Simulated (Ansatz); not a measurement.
Set up this calculation in Ansatz 0.2.0, as the native input.

```
Task                : single point
Functional          : PBE
Potentials or basis : all-electron LAPW, scalar-relativistic
Cutoff              : 796 eV (chosen from the basis error)
Basis error allowed : 0.002 eV/atom
k mesh              : 8 × 6 × 6
Occupations         : fermi-dirac, width 0.05 eV
Spin                : no spin polarisation
```

Crystal: HPbNO4.

```
CELL_PARAMETERS angstrom
4.27531 -0.00040 0.00636
-2.08399 5.20775 -0.04907
-2.12377 -1.86574 4.91491
ATOMIC_POSITIONS crystal
H 0.97723 0.02800 0.91579
Pb 0.49736 0.81385 0.14730
N 0.02169 0.47845 0.50307
O 0.99572 0.92002 0.02478
O 0.17696 0.72371 0.60796
O 0.82352 0.36669 0.24507
O 0.99775 0.32701 0.64938
```

The cell was built by a generator and needn't be a form met in nature.

The cell isn't the ideal one: atoms moved at random, drawn with an rms of 0.05 Å.

The input as run:

input.yaml

```yaml
crystal:
  lattice:
    - [4.27531, -0.0004, 0.00636]
    - [-2.08399, 5.20775, -0.04907]
    - [-2.12377, -1.86574, 4.91491]
  atoms:
    - { symbol: H, position: [0.977227, 0.028, 0.915786] }
    - { symbol: Pb, position: [0.497358, 0.813851, 0.147302] }
    - { symbol: "N", position: [0.021694, 0.478448, 0.503073] }
    - { symbol: O, position: [0.995716, 0.920016, 0.024777] }
    - { symbol: O, position: [0.176955, 0.723714, 0.607962] }
    - { symbol: O, position: [0.823522, 0.366693, 0.245074] }
    - { symbol: O, position: [-0.00225, 0.327009, 0.649381] }
kpoints:
  mp_grid: { grid: [8, 6, 6] }
scf:
  occupations: { method: fermi_dirac, width: 0.05 }
hamiltonian:
  xc: pbe
  pseudopotentials: { kind: all_electron, lapw: { basis_error: 0.002 } }
output:
  forces: true
  stress: true
  eigenvalues: true
  populations: true
```

Potentials or basis: all-electron LAPW, scalar-relativistic.

Run with:

```console
$ ansatz run input.yaml --threads 8 --pin off --max-ram 24576MiB --backend cpu --events-out ev --progress --plain --runs-dir out
```

It gave:

The pressure is 2.5 GPa. The largest force is 4.126 eV/Å. The band gap on the k mesh is 2.92 eV, indirect (least direct gap 3.31 eV). The loewdin charges are H +0.39; Pb +1.00; N +0.79; O -0.74, -0.31, -0.38, -0.41 e.

Caveat: spin-orbit coupling is left out, which as a rule narrows the gap of such compounds by several tenths of an eV.

Wall time 5.7 min on 8 threads of Intel(R) Xeon(R) Platinum 8259CL CPU @ 2.50GHz (Skylake/Cascade Lake), on a shared host, peak memory 18 GiB.
